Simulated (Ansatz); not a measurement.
## CH7BSi, SMILES CB[SiH3]: an atomisation energy

Computed with Ansatz 0.2.0, Python API.

Input file `ch7bsi.xyz`:
```text
10

C    -1.12160    0.75490   -0.54100
B     0.34440    0.33760   -0.59620
Si    0.97450   -0.79510    0.81930
H    -1.75300   -0.05900   -0.76450
H    -1.33900    1.57480   -1.33850
H    -1.40980    1.22900    0.44750
H     0.82700    0.11990   -1.65980
H     0.47810   -2.12750    0.67640
H     0.60610   -0.21820    2.17250
H     2.47640   -0.86770    0.78730
```

Script `tae.py`:
```python
'''Energy to split CH7BSi into its atoms.'''

from collections import Counter

import ansatz as az


def energy_of(molecule, charge=0, unpaired=0):
    calc = molecule.calculation().basis(gaussian='cc-pVDZ').functional('cam_b3lyp')
    if charge:
        calc = calc.charge(charge)
    if unpaired:
        calc = calc.spin('collinear', total=unpaired)
    report = calc.run(threads=1).report
    if report['published_state_doubts']:
        print('  doubts:', report['published_state_doubts'])
    return report['free_energy_ev']


def main() -> None:
    molecule = az.Crystal.molecule_from_extxyz('ch7bsi.xyz')

    # unpaired electrons of the ground-state atoms
    unpaired = {'C': 2, 'B': 1, 'Si': 2, 'H': 1}
    counts = Counter(site.symbol for site in molecule.cartesian_sites)
    atom_energy = {s: energy_of(az.Crystal.molecule().atom(s, (0, 0, 0)), 0, unpaired[s]) for s in counts}
    whole = energy_of(molecule, 0, 0)
    for s, e in atom_energy.items():
        print(f'{s:2s} x{counts[s]}  {e:14.5f} eV')
    print(f'CH7BSi: {whole:.5f} eV')
    split = sum(counts[s] * e for s, e in atom_energy.items()) - whole
    print(f'atomisation energy (no zero-point term): {split:.3f} eV, {split / sum(counts.values()):.3f} eV an atom')


if __name__ == '__main__':
    main()
```

```console
$ python tae.py
C  x1     -1029.38945 eV
B  x1      -670.42201 eV
Si x1     -7874.24907 eV
H  x7       -13.54839 eV
CH7BSi: -9702.25414 eV
atomisation energy (no zero-point term): 33.355 eV, 3.335 eV an atom
```

33.355 eV from the electronic energies, without the zero-point term.

Reading the output:
- Total energies depend on the basis set; only differences at equal settings carry meaning.
- The geometry is a force-field or estimated start, not a minimum of this method, and the basis set is short of its limit. All parts are taken at fixed geometry, without zero-point energy.
- For Al to Cl the sets with a tight d function, cc-pV(X+d)Z, are usual.
- It ran for 3.3 s on 1 thread of Arm Neoverse V1 (shared host), peak memory 0.22 GiB.
